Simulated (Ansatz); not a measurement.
# CH6OSiTe: molecular dynamics

The plan is to follow the molecule's vibrations and see whether its bonds hold. The start is relaxed first. Runs: 500 steps of 0.25 fs under a Langevin thermostat at 300 K. SMILES of the start: O[SiH2]C[TeH].

All numbers below are computed with Ansatz 0.2.0 (RKS PBE0/def2-SVP).

## (1) The system as given

Bond lengths: O1–Si2 1.683 Å, Si2–C3 1.846 Å, C3–Te4 2.182 Å, O1–H5 1.051 Å, Si2–H6 1.477 Å, Si2–H7 1.492 Å, C3–H8 1.057 Å, C3–H9 1.177 Å, Te4–H10 1.684 Å. Angles: O1–Si2–C3 107.0°, O1–Si2–H6 111.2°, O1–Si2–H7 110.7°, C3–Si2–H6 109.8°, C3–Si2–H7 109.3°, H6–Si2–H7 108.8°, Si2–O1–H5 104.2°, Si2–C3–Te4 110.7°, Si2–C3–H8 112.4°, Si2–C3–H9 108.8°, Te4–C3–H8 110.9°, Te4–C3–H9 107.3°, H8–C3–H9 106.5°, C3–Te4–H10 90.6°.

Structure file:

```xyz
10

O    -1.6648    0.1929   -0.9858
Si   -0.5097    0.6919    0.1324
C     0.3629   -0.8243    0.7212
Te    1.4407   -1.7803   -0.9172
H    -2.1214    1.0857   -1.3004
H    -1.1371    1.3855    1.2759
H     0.4768    1.6120   -0.5043
H    -0.2918   -1.5084    1.1911
H     1.1588   -0.5135    1.5302
H     2.3687   -0.3927   -1.1402
```

## (2) Relaxing the start

File input.yaml:

```yaml
crystal:
  periodic: [false, false, false]
  atoms:
    - { symbol: O, position_ang: [-1.6648, 0.1929, -0.9858] }
    - { symbol: Si, position_ang: [-0.5097, 0.6919, 0.1324] }
    - { symbol: C, position_ang: [0.3629, -0.8243, 0.7212] }
    - { symbol: Te, position_ang: [1.4407, -1.7803, -0.9172] }
    - { symbol: H, position_ang: [-2.1214, 1.0857, -1.3004] }
    - { symbol: H, position_ang: [-1.1371, 1.3855, 1.2759] }
    - { symbol: H, position_ang: [0.4768, 1.612, -0.5043] }
    - { symbol: H, position_ang: [-0.2918, -1.5084, 1.1911] }
    - { symbol: H, position_ang: [1.1588, -0.5135, 1.5302] }
    - { symbol: H, position_ang: [2.3687, -0.3927, -1.1402] }
basis:
  gaussian: { orbitals: def2-SVP }
hamiltonian:
  xc: pbe0
relax:
  f_tol: 0.02
  max_steps: 40
scf:
  lower_state_search: "off"
```

Run with:

```
ansatz run input.yaml --threads 2 --pin off --max-ram 3072MiB --backend cpu --events-out ev --progress --plain --runs-dir out
```

After this run come: Dynamics.

**Question.** What will these runs give? Wanted: relaxation of the start; temperature, first and last step; temperature, second half; potential energy, second half; bonds formed or broken.

**Answer**, as computed:

| quantity | value |
| --- | --- |
| relaxation of the start | 30 moves, 0.480 eV lower |
| length | 500 steps of 0.25 fs |
| temperature, first and last step | 270 and 356 K |
| temperature, second half | mean 297 K, from 144 to 548 K |
| potential energy, second half | +24 meV/atom from the start |
| bonds formed or broken | 0 |

In words: Against a set 300 K the second half averages 297 K with a spread of 80 K. A friction of 0.5 per fs wipes out velocities within 2 fs: the temperature is held, but the motion is overdamped and says nothing of rates. No bond forms or breaks. 125 fs on 10 atoms is far too short and small for converged averages. The nuclei move classically, without zero-point motion, which matters most for hydrogen.
